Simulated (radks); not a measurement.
# Ionisation of Gd⁺: one atom, several choices of relativity

The task here is to estimate one member of a computed series from the others.

The numbers are computed with radks (a radial shooting solver on a logarithmic mesh, Libxc functionals) version 1 (Kohn-Sham, PBE, spin-unpolarised, spherical densities), except any that are marked as measured or tabulated.

## What is computed

- element: gadolinium (Z = 64)
- charge: +1
- electrons: 63
- configuration: [Xe] 4f7 5d1 6s1
- ion: Gd²⁺, [Xe] 4f7 5d1
- choices: non-relativistic; scalar-relativistic; Dirac, 2j+1 shares; Dirac, low j first; scalar-relativistic, finite nucleus; Dirac, 2j+1 shares, finite nucleus; Dirac, c × 3; Dirac, c × 1.25; Dirac, c × 10

Set-up of the first run:

Settings of this run:

```text
Z 64
configuration [Xe] 4f7 5d1 6s1
relativity non-relativistic
functional pbe,pbe
spin unpolarised
nucleus point
```

Among the steps run: non-relativistic: Gd⁺.

One of the session's tables, all rows but one given; the rest of the session is left out.

It belongs to the step «non-relativistic: Gd⁺». Sizes of the orbitals, from the radial functions (bohr):

| level | <r> | outermost maximum (interpolated) | 90 % within | nodes |
| --- | --- | --- | --- | --- |
| 4s | 0.5874 | 0.547 | 0.842 | 3 |
| 4p | 0.6011 | 0.553 | 0.873 | 2 |
| 4d | ? | ? | ? | ? |
| 5s | 1.422 | 1.28 | 2.05 | 4 |
| 5p | 1.597 | 1.39 | 2.34 | 3 |
| 4f | 0.8244 | 0.556 | 1.40 | 0 |
| 5d | 2.475 | 1.88 | 3.90 | 2 |
| 6s | 3.880 | 3.42 | 5.62 | 5 |

**Question.** Estimate the row for 4d.

The run gave: <r>: 0.6361; outermost maximum (interpolated): 0.560; 90 % within: 0.954; nodes: 1. In the column «<r>» it lies between 4p (0.6011) and 4f (0.8244).

To keep in mind: Spin polarisation and multiplet splitting of open shells are left out at every level.
